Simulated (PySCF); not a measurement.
# SiCl4 (silicon tetrachloride): B2PLYP/6-31G

Aim: the vertical ionisation energy of SiCl4 (silicon tetrachloride) at B2PLYP/6-31G, from 2 runs. The job is set up through a Python script.

The calculation is run with PySCF 2.14.0.

## 1. The molecule

SiCl4: 5 atoms, total charge 0, spin state singlet. SMILES: `Cl[Si](Cl)(Cl)Cl`. Geometry: relaxed at PBE0-D4/def2-TZVP.

Bond lengths: Cl1–Si2 2.021 Å, Si2–Cl3 2.022 Å, Si2–Cl4 2.022 Å, Si2–Cl5 2.021 Å. Angles: Cl1–Si2–Cl3 109.5°, Cl1–Si2–Cl4 109.5°, Cl1–Si2–Cl5 109.5°, Cl3–Si2–Cl4 109.5°, Cl3–Si2–Cl5 109.5°, Cl4–Si2–Cl5 109.5°.

## 2. A single-point energy at B2PLYP/6-31G

Contents of input.xyz:

```xyz
5
Cl4Si
Cl    -0.962600    -0.087600     1.762300
Si     0.010000    -0.014700    -0.008300
Cl     1.655400    -1.185900     0.078100
Cl    -1.212100    -0.676900    -1.476100
Cl     0.559300     1.891400    -0.397500
```

Contents of calc.py:

```python
from pyscf import gto, dft, mp

mol = gto.Mole()
mol.atom = 'input.xyz'
mol.max_memory = 1860
mol.verbose = 3
mol.spin = 0
mol.basis = '6-31g'
mol.build()

calc0 = dft.RKS(mol, xc='0.53*HF + 0.47*B88, 0.73*LYP')
calc0.grids.level = 4
calc0.conv_tol = 1e-10
calc0.kernel()
if not calc0.converged:
    calc0 = calc0.newton().run(calc0.mo_coeff, calc0.mo_occ)

pt = mp.MP2(calc0, frozen=25).run()
e_tot = calc0.e_tot + 0.27 * pt.e_corr
print('PT2 part  %.8f' % (0.27 * pt.e_corr))
print('E = %.10f Eh' % e_tot)
```

On the command line:

```console
$ OMP_NUM_THREADS=1 python calc.py
```

Output:

```text
converged SCF energy = -2129.30908121786
E(RMP2) = -2129.57326756106  E_corr = -0.264186343192262
E(SCS-RMP2) = -2129.5675716926  E_corr = -0.258490474738627
PT2 part  -0.07133031
E = -2129.3804115305 Eh
```

It took 9 s on 1 thread of Arm Neoverse V1, shared host; peak memory 0.36 GiB.

## 3. The doublet cation, same level

Contents of input.py:

```python
from pyscf import gto, dft, mp

mol = gto.Mole()
mol.atom = [
    ('Cl', (-0.962600, -0.087600, 1.762300)),
    ('Si', (0.010000, -0.014700, -0.008300)),
    ('Cl', (1.655400, -1.185900, 0.078100)),
    ('Cl', (-1.212100, -0.676900, -1.476100)),
    ('Cl', (0.559300, 1.891400, -0.397500)),
]
mol.charge = 1
mol.spin = 1
mol.max_memory = 1860
mol.basis = '6-31g'
mol.verbose = 3
mol.build()

mf = dft.UKS(mol, xc='0.53*HF + 0.47*B88, 0.73*LYP')
mf.grids.level = 4
mf.conv_tol = 1e-10
mf.kernel()
if not mf.converged:
    mf = mf.newton().run(mf.mo_coeff, mf.mo_occ)

pt = mp.MP2(mf, frozen=25).run()
e_tot = mf.e_tot + 0.27 * pt.e_corr
print('PT2 part  %.8f' % (0.27 * pt.e_corr))
print('E(%s) = %.9f' % ('B2PLYP', e_tot))
```

On the command line:

```console
$ OMP_NUM_THREADS=1 python input.py
```

Output:

```text
SCF not converged.
SCF energy = -2128.85155319257 after 50 cycles  <S^2> = 0.75985247  2S+1 = 2.0098283
converged SCF energy = -2128.85155320498  <S^2> = 0.75985327  2S+1 = 2.0098291
E(UMP2) = -2129.16142775688  E_corr = -0.309874551892984
E(SCS-UMP2) = -2129.14774379309  E_corr = -0.296190588108309
PT2 part  -0.08366613
E(B2PLYP) = -2128.935219334
```

Run time: 86 s. Hardware: 1 thread of Arm Neoverse V1, shared host; peak memory 0.48 GiB.

## 4. Results

At B2PLYP/6-31G, 25 core orbitals frozen:

| quantity | value |
| --- | --- |
| singlet SiCl4: total energy | -2129.38041 Eh |
| singlet SiCl4: dipole moment (SCF part) | 0.00 D |
| singlet SiCl4: HOMO energy (SCF part's orbitals) | -11.36 eV |
| singlet SiCl4: LUMO energy (SCF part's orbitals) | -0.39 eV |
| singlet SiCl4: HOMO–LUMO gap (SCF part's orbitals) | 10.97 eV |
| doublet cation: total energy | -2128.93522 Eh |
| doublet cation: HOMO energy (SCF part's orbitals) (highest over α and β) | -16.36 eV |
| doublet cation: LUMO energy (SCF part's orbitals) (lowest over α and β) | -13.54 eV |
| doublet cation: ⟨S²⟩ | 0.760 |
| vertical ionisation energy (to the doublet cation) | 12.114 eV |

**Reading.** The vertical ionisation energy comes to 12.11 eV (1169 kJ/mol). The negative HOMO energy of the first species, 11.36 eV, lies 0.76 eV below that difference. Mulliken charges (singlet SiCl4) run from -0.16 on Cl3 to +0.64 on Si2; they depend strongly on the basis. Mulliken charges (doublet cation) run from -0.01 on Cl5 to +0.54 on Si2; they depend strongly on the basis.
